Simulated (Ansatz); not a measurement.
# C2H11NOSi: the cost of one run

All numbers below are computed with Ansatz 0.2.0 (RKS PBE/6-31G*).

**1. The system as given**

Bond lengths: Si1–N2 2.122 Å, N2–C3 1.443 Å, N2–C4 1.441 Å, Si1–H5 1.454 Å, Si1–H6 1.467 Å, Si1–O7 1.622 Å, C3–H10 1.096 Å, C3–H11 1.097 Å, C3–H12 1.089 Å, C4–H13 1.089 Å, C4–H14 1.096 Å, C4–H15 1.095 Å, O7–H16 0.954 Å. Angles (14 of 22 angles, heavy atoms first): Si1–N2–C3 116.1°, Si1–N2–C4 113.5°, C3–N2–C4 112.3°, N2–Si1–O7 110.5°, N2–Si1–H5 120.3°, N2–Si1–H6 95.0°, H5–Si1–O7 121.6°, H6–Si1–O7 95.8°, N2–C3–H10 111.5°, N2–C3–H11 110.8°, N2–C3–H12 108.5°, N2–C4–H13 108.5°, N2–C4–H14 111.8°, N2–C4–H15 111.0°.

As a file:

```xyz
16

Si    0.8439   -0.5559    1.2250
N    -0.4421    0.0883   -0.3353
C     0.2036    0.6009   -1.5199
C    -1.5119    0.9405    0.1171
H     0.2960   -0.9461    2.5146
H     1.4611    0.7589    1.4328
O     2.1692   -1.2645    0.6137
H    -0.6544   -1.2295   -0.1579
H    -0.2823   -1.8687    0.4916
H     0.6378    1.5916   -1.3443
H    -0.5103    0.6789   -2.3489
H     1.0020   -0.0837   -1.8021
H    -1.9571    0.4951    1.0050
H    -1.1514    1.9422    0.3763
H    -2.2834    1.0433   -0.6536
H     2.1792   -2.1913    0.3857
```

**2. Pulling towards end A**

Springs on the bonds that form and break draw the guess towards this end; the thresholds are loose.

File input.yaml:

```yaml
crystal:
  periodic: [false, false, false]
  atoms:
    - { symbol: Si, position_ang: [0.8439, -0.5559, 1.225] }
    - { symbol: "N", position_ang: [-0.4421, 0.0883, -0.3353] }
    - { symbol: C, position_ang: [0.2036, 0.6009, -1.5199] }
    - { symbol: C, position_ang: [-1.5119, 0.9405, 0.1171] }
    - { symbol: H, position_ang: [0.296, -0.9461, 2.5146] }
    - { symbol: H, position_ang: [1.4611, 0.7589, 1.4328] }
    - { symbol: O, position_ang: [2.1692, -1.2645, 0.6137] }
    - { symbol: H, position_ang: [-0.6544, -1.2295, -0.1579] }
    - { symbol: H, position_ang: [-0.2823, -1.8687, 0.4916] }
    - { symbol: H, position_ang: [0.6378, 1.5916, -1.3443] }
    - { symbol: H, position_ang: [-0.5103, 0.6789, -2.3489] }
    - { symbol: H, position_ang: [1.002, -0.0837, -1.8021] }
    - { symbol: H, position_ang: [-1.9571, 0.4951, 1.005] }
    - { symbol: H, position_ang: [-1.1514, 1.9422, 0.3763] }
    - { symbol: H, position_ang: [-2.2834, 1.0433, -0.6536] }
    - { symbol: H, position_ang: [2.1792, -2.1913, 0.3857] }
basis:
  gaussian: { orbitals: "6-31G*" }
hamiltonian:
  xc: pbe
relax:
  f_tol: 0.15
  max_steps: 25
  restrain:
    - { distance: [0, 8], at: 2.72, k: 30.0 }
    - { distance: [7, 1], at: 2.32, k: 30.0 }
    - { distance: [0, 1], at: 1.82, k: 30.0 }
    - { distance: [7, 8], at: 0.62, k: 30.0 }
```

Launch:

```bash
$ ansatz run input.yaml --threads 2 --pin off --max-ram 3072MiB --backend cpu --events-out ev --progress --plain --runs-dir out
```

Q: Estimate wall time and peak memory on 2 threads of Arm Neoverse V1, shared host.

About 36 s, with a peak of 0.16 GiB.
